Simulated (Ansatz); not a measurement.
# BrFSn, SMILES [F][Sn][Br]: an atomisation energy

With Ansatz's Python interface.

Run as a notebook:

```python
from collections import Counter

import ansatz as az
```

```python
def energy_of(molecule, charge=0, unpaired=0):
    calc = (
        molecule.calculation()
        .basis(gaussian="def2-SVPD")
        .correlation("ccsd_t")
    )
    if charge:
        calc = calc.charge(charge)
    if unpaired:
        calc = calc.spin("collinear", total=unpaired)
    report = calc.run(threads=1, pin="off").report
    if report["published_state_doubts"]:
        print("  doubts:", report["published_state_doubts"])
    return report["free_energy_ev"]
```

```python
geometry_ang = [
    ("F", [-1.0545, 1.2522, -0.4495]),
    ("Sn", [-0.57, -0.5708, -0.371]),
    ("Br", [1.6135, -0.7462, 0.8072]),
]
mol = az.Crystal.molecule()
for symbol, xyz in geometry_ang:
    mol = mol.atom(symbol, xyz)
```

```python
unpaired = {"F": 1, "Sn": 2, "Br": 1}
counts = Counter(site.symbol for site in mol.cartesian_sites)
atom_energy = {s: energy_of(az.Crystal.molecule().atom(s, (0, 0, 0)), 0, unpaired[s]) for s in counts}
whole = energy_of(mol, 0, 0)
for s, e in atom_energy.items():
    print(f"{s:2s} x{counts[s]}  {e:14.5f} eV")
print(f"BrFSn: {whole:.5f} eV")
split = sum(counts[s] * e for s, e in atom_energy.items()) - whole
print(f"atomisation energy (no zero-point term): {split:.3f} eV, {split / sum(counts.values()):.3f} eV an atom")
```

    F  x1     -2706.15921 eV
    Sn x1     -5807.23076 eV
    Br x1    -69996.06567 eV
    BrFSn: -78517.51083 eV
    atomisation energy (no zero-point term): 8.055 eV, 2.685 eV an atom

8.055 eV from the electronic energies, without the zero-point term.

Caveats:
- The settings weren't tested for convergence.
- The geometry is a force-field or estimated start, not a minimum of this method, and the basis set is short of its limit. All parts are taken at fixed geometry, without zero-point energy.
- def2 sets replace the cores of elements past krypton by effective core potentials.
- In double-zeta sets correlated atomisation energies come out some 10 to 15 % low.
- The spin-orbit lowering of heavy atoms is left out.
- Wall time of the script: 11 s on 1 thread of Arm Neoverse V1, with other jobs on the host, peak memory 0.4 GiB.
